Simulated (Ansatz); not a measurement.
# GeH6O2Si2: a ladder of functionals and wavefunction methods

An exercise on one series of results from a longer session: the logs are not shown, and one member is left open.

Program: Ansatz 0.2.0, Gaussian basis. Level of theory: functionals in def2-TZVPP, the program's frozen cores in correlated methods. These are calculated values, not measurements.

Plan: LDA (SPW92), PBE-D4, revPBE-D4, BLYP-D4, r2SCAN-D4, B97M-V, PBE0-D4, B3LYP-D4, r2SCANh-D4, r2SCAN0-D4, HSE06-D4, BHLYP-D4, CAM-B3LYP-D4, LC-ωPBE, ωB97X-V, ωB97M-V, B2PLYP, PBE-QIDH; CCSD(T)/def2-SVP; CCSD(T)/def2-TZVPP; MP2/def2-QZVPP; extrapolation to the limit; RPA on PBE.

### The geometry

All runs share one geometry, relaxed beforehand with PBE0-D4 in a triple-zeta def2 set.

SMILES `[SiH3][O][Ge][O][SiH3]`, 11 atoms, charge 0, spin multiplicity 1.

Atoms are counted from 1 here; the program's logs count them from 0.

Bond lengths: Si1–O2 1.641 Å, Si1–H6 1.490 Å, Si1–H7 1.485 Å, Si1–H8 1.485 Å, O2–Ge3 1.793 Å, Ge3–O4 1.775 Å, O4–Si5 1.651 Å, Si5–H9 1.486 Å, Si5–H10 1.485 Å, Si5–H11 1.486 Å. Angles: O2–Si1–H6 110.7°, O2–Si1–H7 109.5°, O2–Si1–H8 109.5°, H6–Si1–H7 108.9°, H6–Si1–H8 108.9°, H7–Si1–H8 109.4°, Si1–O2–Ge3 139.9°, O2–Ge3–O4 96.5°, Ge3–O4–Si5 133.6°, O4–Si5–H9 111.0°, O4–Si5–H10 107.4°, O4–Si5–H11 111.0°, H9–Si5–H10 109.1°, H9–Si5–H11 109.2°, H10–Si5–H11 109.1°.

The first run:

in.yaml reads:

```yaml
crystal:
  periodic: [false, false, false]
  atoms:
    - {symbol: Si, position_ang: [0.628475, 1.797845, 1.365640]}
    - {symbol: O, position_ang: [0.639545, 0.570196, 0.277229]}
    - {symbol: Ge, position_ang: [1.759536, -0.237149, -0.867183]}
    - {symbol: O, position_ang: [0.595256, -1.426910, -1.482400]}
    - {symbol: Si, position_ang: [-0.993333, -1.738737, -1.157691]}
    - {symbol: H, position_ang: [1.961786, 2.460947, 1.423781]}
    - {symbol: H, position_ang: [-0.390869, 2.802190, 0.968594]}
    - {symbol: H, position_ang: [0.298090, 1.263896, 2.711418]}
    - {symbol: H, position_ang: [-1.842683, -0.560870, -1.472546]}
    - {symbol: H, position_ang: [-1.407526, -2.878350, -2.014749]}
    - {symbol: H, position_ang: [-1.182877, -2.109958, 0.268508]}
basis:
  gaussian: {orbitals: def2-TZVPP}
hamiltonian: {xc: lda}
output: {orbitals: {seedname: orbitals}}
```

Started as:

```console
$ ansatz run in.yaml --threads 2 --pin off --events-out ev --progress --plain --max-ram 32768MiB --backend cuda --devices 0, --max-vram 18GiB
```

Steps of the session up to this table: LDA; PBE-D4 (GGA); revPBE-D4 (GGA); BLYP-D4 (GGA); r2SCAN-D4 (meta-GGA); B97M-V (meta-GGA); PBE0-D4 (hybrid); B3LYP-D4 (hybrid); r2SCANh-D4 (hybrid); r2SCAN0-D4 (hybrid); HSE06-D4 (hybrid); BHLYP-D4 (hybrid); CAM-B3LYP-D4 (range-separated); LC-ωPBE (range-separated); ωB97X-V (range-separated); ωB97M-V (range-separated); B2PLYP (double hybrid); PBE-QIDH (double hybrid).

One of the session's tables, all rows but one given; the rest of the session is left out.

```
  functional  HOMO (eV)  LUMO (eV)  gap (eV)
 LDA (SPW92)      -6.96      -3.07      3.89
      PBE-D4      -6.79      -2.84      3.95
   revPBE-D4      -6.72      -2.75      3.97
     BLYP-D4      -6.69      -2.75      3.94
   r2SCAN-D4      -7.08      -2.79      4.30
      B97M-V      -7.14      -2.78      4.36
     PBE0-D4      -7.97      -2.05      5.92
    B3LYP-D4      -7.80      -2.28      5.52
  r2SCANh-D4      -7.52      -2.48      5.04
  r2SCAN0-D4      -8.18      -2.02      6.15
    HSE06-D4      -7.57      -2.42      5.15
    BHLYP-D4      -9.05      -1.20      7.86
CAM-B3LYP-D4      -9.32      -1.01      8.31
     LC-ωPBE          ?          ?         ?
     ωB97X-V     -10.26       0.03     10.28
     ωB97M-V     -10.20      -0.10     10.10
```

**Question.** Estimate the row for LC-ωPBE.

The run gave: HOMO (eV): -10.57; LUMO (eV): 0.14; gap (eV): 10.71. In the column «HOMO (eV)» it is the lowest.
